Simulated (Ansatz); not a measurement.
# TaPAu3: the cost of one run

Program: Ansatz 0.2.0. Level of theory: DFT PBE, scalar-relativistic, plane waves, PAW. These are calculated values, not measurements.

## (1) The starting structure

It takes space group P6_3/mmc (No. 194, hexagonal). The conventional cell has a = 6.257 Å, b = 6.257 Å, c = 5.345 Å, α = 90.00°, β = 90.00°, γ = 120.00°. Ta (site symmetry -6m2) has 12 Au at 3.14 to 3.36 Å in its first shell of neighbours. P (site symmetry -3m) has 6 Au at 2.07 Å in its first shell of neighbours. Au (site symmetry mm2) is surrounded by 2 P at 2.07 Å.

Structure file:

```xyz
10
Lattice="6.2567 0.0000 0.0000 -3.1283 5.4184 0.0000 0.0000 0.0000 5.3454" Properties=species:S:1:pos:R:3 pbc="T T T"
Ta    0.0000    3.6123    4.0090
Ta    3.1283    1.8061    1.3363
P     0.0000    0.0000    2.6727
P     0.0000    0.0000    0.0000
Au    0.0000    1.5822    1.3363
Au    4.8864    0.7911    4.0090
Au    3.1283    3.8362    4.0090
Au   -1.7581    4.6273    1.3363
Au    1.7581    4.6273    1.3363
Au    1.3702    0.7911    4.0090
```

This is candidate A: hexagonal perovskite (2H) type (P6_3/mmc, No. 194).

(A quick probe on a coarse mesh, which set the mesh and smearing, is not shown.)

## (3) Rough relaxation on the coarse mesh (candidate A)

The input, input.yaml:

```yaml
crystal:
  lattice:
    - [6.2566544163, 0.0, 0.0]
    - [-3.1283272081, 5.4184216672, 0.0]
    - [0.0, 0.0, 5.345383258]
  atoms:
    - { symbol: Ta, position: [0.3333333333, 0.6666666667, 0.75] }
    - { symbol: Ta, position: [0.6666666667, 0.3333333333, 0.25] }
    - { symbol: P, position: [0.0, 0.0, 0.5] }
    - { symbol: P, position: [0.0, 0.0, 0.0] }
    - { symbol: Au, position: [0.146, 0.2919999999, 0.25] }
    - { symbol: Au, position: [0.854, 0.146, 0.75] }
    - { symbol: Au, position: [0.854, 0.7080000001, 0.75] }
    - { symbol: Au, position: [0.146, 0.854, 0.25] }
    - { symbol: Au, position: [0.7080000001, 0.854, 0.25] }
    - { symbol: Au, position: [0.2919999999, 0.146, 0.75] }
basis:
  ecutwfc: 420
kpoints:
  mp_grid: { grid: [3, 3, 4] }
hamiltonian:
  xc: pbe
scf:
  occupations: { method: gaussian, width: 0.1 }
  lower_state_search: "off"
output:
  forces: true
  stress: true
  eigenvalues: true
relax:
  adjacent_minimum: "off"
  f_tol: 0.04
  max_steps: 70
  cell: { stress_tol: 0.4 }
```

The run is started by

```
$ ansatz run input.yaml --threads 1 --pin off --max-ram 2560MiB --backend cpu --events-out ev --progress --plain --runs-dir out
```

What time and memory should one allow on 1 thread of Arm Neoverse V1, shared host?

About 1.8 min, with a peak of 0.52 GiB.
